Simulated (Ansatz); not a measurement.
# SiGeH₂ (triplet): B2PLYP, RPA-PBE over vertical spin and charge gaps, cc-pVDZ

Aim: run SiGeH₂ (triplet) with these functionals over vertical spin and charge gaps, and hold them against the top wave-function level at the same points.

The runs use Ansatz 0.2.0, Gaussian basis; cc-pVDZ, all electrons in the functionals, frozen cores in the correlation of double hybrids and RPA.

The runs, in order: B2PLYP, RPA-PBE, at charge 0, triplet; charge 0, singlet; charge 0, quintet; charge 1, doublet; charge 1, quartet.

6 further runs of the same task are left out: 6 set aside as unsound or not needed.

**1. What is computed**

The geometry is a PBE0/def2-TZVP stationary point (not a proven minimum). No spin-orbit coupling is included. The filled d shell of Ge may be among the frozen orbitals whatever the setting's name suggests; the logs give the count.

4 atoms, charge 0, spin multiplicity 3.

Atoms are counted from 1 here; the program's logs count them from 0.

Bond lengths: Si1–Ge2 2.341 Å, Si1–H3 1.514 Å, Ge2–H4 1.581 Å. Angles: Ge2–Si1–H3 106.8°, Si1–Ge2–H4 101.4°.

No dispersion term is added.

The geometry shown and the zero of energy belong to the point charge 0, triplet. The yardstick, RCCSDTQ, and other wave-function levels (R restricted, U unrestricted, valence and pair active spaces) come from earlier runs.

**2. B2PLYP, charge 0, triplet**

Contents of in.yaml:

```yaml
crystal:
  periodic: [false, false, false]
  atoms:
    - {symbol: Si, position_ang: [0.000000, -0.139453, 1.671406]}
    - {symbol: Ge, position_ang: [0.000000, 0.056604, -0.661833]}
    - {symbol: H, position_ang: [0.000000, 1.267918, 2.228287]}
    - {symbol: H, position_ang: [0.000000, -1.461483, -1.103914]}
basis:
  gaussian: {orbitals: cc-pVDZ}
magnetization: {spin_polarized: true, initial_magnetization: 2}
hamiltonian: {xc: {name: B2PLYP}}
correlation: {electrons: outside_noble_gas}
```

Command:

```console
ansatz run in.yaml --threads 1 --pin off --events-out ev --progress --plain --max-ram 4096MiB --backend cpu
```

Further steps of the session: B2PLYP, charge 0, singlet; B2PLYP, charge 0, quintet; B2PLYP, charge 1, doublet; B2PLYP, charge 1, quartet; RPA-PBE, charge 0, triplet; RPA-PBE, charge 0, singlet; RPA-PBE, charge 0, quintet; RPA-PBE, charge 1, doublet; RPA-PBE, charge 1, quartet.

**Question.** What will the summary of the whole plan be? Wanted: triplet to singlet, RCCSDTQ; triplet to quintet, RCCSDTQ; ionisation to the doublet cation, RCCSDTQ; ionisation to the quartet cation, RCCSDTQ; largest miss, B2PLYP; largest miss, RPA-PBE.

The runs gave:

| quantity | value |
| --- | --- |
| triplet to singlet, RCCSDTQ | 18.1 kJ/mol |
| triplet to quintet, RCCSDTQ | 254.0 kJ/mol |
| ionisation to the doublet cation, RCCSDTQ | 753.4 kJ/mol |
| ionisation to the quartet cation, RCCSDTQ | 868.5 kJ/mol |
| largest miss, B2PLYP | +23.2 kJ/mol (ionisation to the doublet cation) |
| largest miss, RPA-PBE | +16.8 kJ/mol (triplet to quintet) |

In words: Of the functionals, RPA-PBE keep the smallest largest miss at the points compared (at most 16.8 kJ/mol) and B2PLYP strays most (23.2 kJ/mol, at ionisation to the doublet cation). B2PLYP, RPA-PBE clearly break the spin symmetry at some points (⟨S²⟩ up to 1.12 above the pure value), so energy there is bought with a mixed spin. Functionals and the yardstick converge differently with the basis, so part of each miss in cc-pVDZ is the basis.
